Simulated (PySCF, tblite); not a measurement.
**C6H4N radical: geometry, infrared bands and EPR parameters**

What infrared bands and EPR parameters should C6H4N radical (`N#CC1=CCC=[C]1`) show?

The runs use tblite 0.8.0 and PySCF 2.14.0, with density-fitted response routines of our own; the level of theory stands in each step. All values are computed, except where a source is named. Atoms are numbered from 0 throughout.

### Step 1. The starting structure

11 atoms, charge 0, multiplicity 2; geometry from: force field or distance geometry start.

Bonds of the start (Å): N0–C1 1.17, C1–C2 1.40, C2–C3 1.35, C3–C4 1.52, C4–C5 1.51, C5–C6 1.30, C6–C2 1.43, C3–H7 1.09, C4–H8 1.09, C4–H9 1.10, C5–H10 1.08.

### Step 2. Geometry optimisation with GFN2-xTB

What the job is given:

```
{"job": {"kind": "relax", "xc": "GFN2-xTB", "basis": "xTB"}, "charge": 0, "multiplicity": 2}
N      3.583200     0.142900    -0.125200
C      2.409700     0.189900    -0.107800
C      1.008300     0.209400    -0.059500
C      0.198000    -0.851200     0.118000
C     -1.261400    -0.427800     0.107200
C     -1.124800     1.059300    -0.138500
C      0.146300     1.337100    -0.217700
H      0.531300    -1.872900     0.280600
H     -1.746000    -0.637100     1.055900
H     -1.804600    -0.911600    -0.714100
H     -1.934600     1.764500    -0.225000
```

Started as:

```bash
> OMP_NUM_THREADS=1 python probes_run.py task.json out
```

One launch serves the whole session: the jobs run in the order shown.

**Question.** This job is followed by: GFN2-xTB harmonic vibrations, gas phase; UKS B3LYP, pcH-1 on C H N, non-relativistic, mean-field spin-orbit, GIAO. What will the session give for the following? strongest single infrared mode (GFN2-xTB); zero-point energy (GFN2-xTB); g(iso) (B3LYP); ⟨S²⟩; largest a(iso) (averaged by class); surface potential, 1st and 99th percentile.

As calculated:

| quantity | value |
| --- | --- |
| strongest single infrared mode (GFN2-xTB) | 2374 cm⁻¹, 203 km/mol |
| zero-point energy (GFN2-xTB) | 48.1 kcal/mol |
| g(iso) (B3LYP) | 2.00208 |
| ⟨S²⟩ | 0.760 (exact 0.75) |
| largest a(iso) (averaged by class) | 13C on C6, 472.6 MHz |
| surface potential, 1st and 99th percentile | -1.80 V and 1.42 V |

In words: The optimisation took 24 steps and gained 0.103 eV; among the close pairs (by a distance rule), N0–C1 changed most, from 1.175 to 1.147 Å. No mode is imaginary among the 27: a minimum at this level. The strongest single mode, at 2374 cm⁻¹, moves mainly C1 and N0. GFN2-xTB is a fitted tight-binding method: band positions and strengths are rough. Its intensities can rank the bands wrongly. C6 carries the largest spin population, 1.03 e. The isotropic g lies 0.2 ppt below the free-electron value.
